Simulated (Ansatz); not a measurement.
**BSiH5 (BH2(SiH3)) at PBE/STO-3G**

What is the electronic atomisation energy of BSiH5 (BH2(SiH3)) at PBE/STO-3G? 

The results are computed with Ansatz 0.2.0.

49 further runs of the same task are left out: 1 that didn't finish, 48 set aside as unsound or not needed.

## Step 1: Starting point

The species is BSiH5 (7 atoms), meant as a singlet with charge 0. As SMILES, `[H]B([H])[SiH3]`. The coordinates come from a GFN2-xTB relaxation.

Bond lengths: B1–Si4 1.956 Å, B1–H2 1.170 Å, B1–H3 1.170 Å, Si4–H5 1.472 Å, Si4–H6 1.472 Å, Si4–H7 1.474 Å. Angles: B1–Si4–H5 115.1°, B1–Si4–H6 115.2°, B1–Si4–H7 111.4°, H2–B1–Si4 121.7°, H3–B1–Si4 121.7°, H5–Si4–H6 104.4°, H5–Si4–H7 104.9°, H6–Si4–H7 104.9°, H2–B1–H3 116.6°.

## Step 2: A single-point energy at PBE/STO-3G

The input, in.yaml:

```yaml
crystal:
  periodic: [false, false, false]
  atoms:
    - {symbol: B, position_ang: [0.595540, 1.038560, 0.005960]}
    - {symbol: H, position_ang: [1.765140, 1.076930, 0.027400]}
    - {symbol: H, position_ang: [0.039220, 2.066980, -0.048000]}
    - {symbol: Si, position_ang: [-0.377680, -0.657970, 0.018400]}
    - {symbol: H, position_ang: [-1.713750, -0.605710, 0.632990]}
    - {symbol: H, position_ang: [0.300530, -1.764180, 0.713070]}
    - {symbol: H, position_ang: [-0.608990, -1.154610, -1.349820]}
basis:
  gaussian:
    orbitals: STO-3G
hamiltonian:
  xc: {name: PBE}
accuracy: high
```

On the command line:

```
ansatz run in.yaml --threads 1 --pin off --max-ram 2610MiB --events-out events.jsonl --progress --plain --runs-dir runs
```

Standard output:

```text
Warning: RAYON_NUM_THREADS=1 ignored (pool sized by the plan → 1); use --threads N
Functional definition: PBE
  name "PBE"
  parameter kappa = 0.804
  parameter beta = 0.06672455060314922
  exchange = pbe_x(kappa = kappa, mu = beta*pi^2/3)
  correlation = pbe_c(beta = beta)
333 factors; integrals over basis functions are off by at most 1.3e-8 eV
mean field evaluation 1: about -8527.5034 eV, gradient 1.5e1 eV
mean field evaluation 2: about -8527.6078 eV, gradient 1.3e1 eV
mean field evaluation 4: about -8528.2864 eV, gradient 2.1e-1 eV
mean field evaluation 8: about -8528.2015 eV, gradient 1.3e-3 eV
mean field -8528.20148164 eV, -313.4056238276 hartree, gradient 4.5e-8 eV, S^2 0.000000; 0 other end points of the search recorded, 0 dependent functions left out
reference -8528.20148362 eV, -313.4056239004 hartree; 12, 12 occupied and 7, 7 virtual orbitals, 333 factors
Total energy: -8528.20148362 eV, -313.4056239004 hartree
```

Run time: 1 s. Hardware: 1 thread of Arm Neoverse V2, shared host; peak memory 0.098 GiB.

## Step 3: The B atom at the same level

The input, run.yaml:

```yaml
basis:
  gaussian:
    orbitals: STO-3G
crystal:
  periodic: [false, false, false]
  atoms:
    - {symbol: B, position_ang: [0.000000, 0.000000, 0.000000]}
magnetization:
  spin_polarized: true
  initial_magnetization: 1
hamiltonian:
  xc: pbe
accuracy: high
```

Run the same way, it converges to -24.22452 Eh (log not shown).

## Step 4: The H atom

The input, molecule.yaml:

```yaml
basis:
  gaussian: {orbitals: STO-3G}
crystal:
  periodic: [false, false, false]
  atoms:
    - {symbol: H, position_ang: [0.000000, 0.000000, 0.000000]}
magnetization: {spin_polarized: true, initial_magnetization: 1}
hamiltonian: {xc: pbe}
accuracy: high
```

Run the same way, it converges to -0.46438 Eh (log not shown).

## Step 5: The Si atom

The input, run.yaml:

```yaml
crystal:
  periodic: [false, false, false]
  atoms:
    - {symbol: Si, position_ang: [0.000000, 0.000000, 0.000000]}
basis:
  gaussian:
    orbitals: STO-3G
magnetization:
  spin_polarized: true
  initial_magnetization: 2
hamiltonian:
  xc: pbe
accuracy: high
```

On the command line:

```
ansatz run run.yaml --threads 1 --pin off --max-ram 2610MiB --events-out events.jsonl --progress --plain --runs-dir runs
```

Standard output:

```text
Warning: RAYON_NUM_THREADS=1 ignored (pool sized by the plan → 1); use --threads N
Functional definition: PBE
  name "PBE"
  parameter kappa = 0.804
  parameter beta = 0.06672455060314922
  exchange = pbe_x(kappa = kappa, mu = beta*pi^2/3)
  correlation = pbe_c(beta = beta)
42 factors; integrals over basis functions are off by at most 2.5e-9 eV
mean field evaluation 1: about -7776.2332 eV, gradient 6.4e-1 eV
mean field evaluation 2: about -7776.2343 eV, gradient 7.1e-2 eV
mean field evaluation 4: about -7776.2336 eV, gradient 1.1e-3 eV
mean field evaluation 8: about -7776.2336 eV, gradient 6.3e-10 eV
mean field evaluation 16: about -7776.2334 eV, gradient 2.7e-4 eV
mean field -7776.23358466 eV, -285.7713133159 hartree, gradient 5.3e-10 eV, S^2 2.000001; 1 other end points of the search recorded, 0 dependent functions left out
reference -7776.23358613 eV, -285.7713133700 hartree; 8, 6 occupied and 1, 3 virtual orbitals, 42 factors
Total energy: -7776.23358613 eV, -285.7713133700 hartree
```

It took 0.38 s on 1 thread of Arm Neoverse V2, shared host.

## Step 6: Summary of results

At PBE/STO-3G:

| quantity | value |
| --- | --- |
| molecule: total energy | -313.40562 Eh |
| B atom: total energy | -24.22452 Eh |
| B atom: ⟨S²⟩ | 0.750 |
| H atom: total energy | -0.46438 Eh |
| H atom: ⟨S²⟩ | 0.750 |
| Si atom: total energy | -285.77131 Eh |
| Si atom: ⟨S²⟩ | 2.000 |
| electronic atomisation energy | 29.604 eV |

In words: Taking the molecule apart into free atoms costs 29.60 eV (2856 kJ/mol), before zero-point energy and without spin-orbit coupling. In a minimal basis such a difference can be off by several eV, whatever the method.
